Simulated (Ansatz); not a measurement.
# H5InO2S: the cost of one run

Method: PBE0-D4, def2-SVP first, then def2-TZVP; program: Ansatz 0.2.0, Gaussian basis.

143 further runs of the same task are left out: 143 set aside as unsound or not needed.

## 1. Where the work starts

The guess: 9 atoms, charge 0, spin multiplicity 1.

Atoms are counted from 1 here; the program's logs count them from 0.

Bond lengths: In1–S2 2.575 Å, In1–O3 1.953 Å, In1–O4 1.949 Å, In1–H6 1.993 Å, S2–H7 1.326 Å, O3–H8 0.955 Å, O4–H9 0.957 Å. Angles: S2–In1–O3 124.8°, S2–In1–O4 105.2°, S2–In1–H6 71.5°, O3–In1–O4 116.2°, O3–In1–H6 118.6°, O4–In1–H6 112.7°, In1–S2–H7 87.1°, In1–O3–H8 116.0°, In1–O4–H9 109.4°.

Geometry (Å):

```
atom    x (Å)    y (Å)    z (Å)
 In1   0.0944  -0.3439   0.2339
  S2  -0.0918   2.1102  -0.5241
  O3   0.5808  -0.9201   2.0359
  O4   0.9834  -1.2670  -1.2346
  H5  -1.5188   1.1365  -0.4487
  H6  -1.8193   0.0531  -0.1552
  H7   0.1165   1.6735  -1.7591
  H8   0.2365  -0.3907   2.7528
  H9   1.4182  -2.0515  -0.9010
```

Distances that are to change: In1–H6 1.99 Å, S2–H5 1.73 Å, In1–S2 2.58 Å, H5–H6 1.16 Å.

## 2. Constrained relaxation of the guess

Input file hold/in.yaml:

```yaml
crystal:
  periodic: [false, false, false]
  atoms:
    - {symbol: In, position_ang: [0.094400, -0.343900, 0.233900]}
    - {symbol: S, position_ang: [-0.091800, 2.110200, -0.524100]}
    - {symbol: O, position_ang: [0.580800, -0.920100, 2.035900]}
    - {symbol: O, position_ang: [0.983400, -1.267000, -1.234600]}
    - {symbol: H, position_ang: [-1.518800, 1.136500, -0.448700]}
    - {symbol: H, position_ang: [-1.819300, 0.053100, -0.155200]}
    - {symbol: H, position_ang: [0.116500, 1.673500, -1.759100]}
    - {symbol: H, position_ang: [0.236500, -0.390700, 2.752800]}
    - {symbol: H, position_ang: [1.418200, -2.051500, -0.901000]}
basis:
  gaussian: {orbitals: def2-SVP}
hamiltonian: {xc: pbe0, dispersion: d4}
relax: {f_tol: 0.04, max_steps: 150, escape_saddle: false, constraints: [{distance: [0, 5]}, {distance: [1, 4]}, {distance: [0, 1]}, {distance: [4, 5]}]}
```

The run is started by

```
$ ansatz run in.yaml --threads 4 --pin off --events-out ev --progress --plain --max-ram 9574MiB
```

**Question.** How long does this run take on 4 threads of Arm Neoverse V2, shared host?

About 13 s.
